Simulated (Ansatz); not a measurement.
# Ni2SbTe under changes of volume

One of the cells (17.717 Å³/atom); the others are scaled copies at fixed shape and fractional positions:

```
CELL_PARAMETERS angstrom
3.96562 0.00000 0.00000
-1.98281 3.43433 0.00000
0.00000 0.00000 5.20348
ATOMIC_POSITIONS crystal
Te 0.33333 0.66667 0.00000
Sb 0.66667 0.33333 0.50000
Ni 0.00000 0.00000 0.25318
Ni 0.00000 0.00000 0.74682
```

The cell comes from a database or a generator and needn't be the stable form of this composition.

```yaml
Program: Ansatz 0.2.0
Functional: PBE
Potentials_or_basis: Ansatz PAW
Cutoff: "420 eV (not typed: the program's choice for these potentials)"
k_mesh: 8 × 8 × 5
Occupations: fermi-dirac, width 0.05 eV
Spin: collinear spin, ferromagnetic start
Starting_moments: "[0.0, 0.0, 1.0, 1.0] μB"
```

| volume (Å³/atom) | energy over the lowest point (meV/atom) | pressure (GPa) | largest force (eV/Å) |
| --- | --- | --- | --- |
| 16.654 | ? | ? | ? |
| 17.008 | 27.28 | 8.2 | 0.059 |
| 17.363 | 12.47 | 5.3 | 0.036 |
| 17.717 | 3.59 | 2.8 | 0.014 |
| 18.071 | 0.00 | 0.6 | 0.005 |
| 18.426 | 1.13 | -1.5 | 0.022 |
| 18.780 | 6.44 | -3.2 | 0.038 |

Problem. What does the run at 16.654 Å³/atom give?

Solution. Energy over the lowest point 48.75 meV/atom; pressure 11.3 GPa; largest force 0.084 eV/Å.

Worked out: A Birch-Murnaghan fit of order 3 (a polynomial in V^(-2/3)) to the other rows has its minimum at 18.16 Å³/atom with B0 = V·E''(V) = 106 GPa and B' = 4.8 at fixed shape and positions, which overstates the stiffness. It gives 48.70 meV/atom at 16.654 Å³/atom, against the run's 48.75, and -dE/dV = 11.3 GPa, against 11.3.

Energies are extrapolated to zero smearing.

Caveats: the starting moments weren't kept.
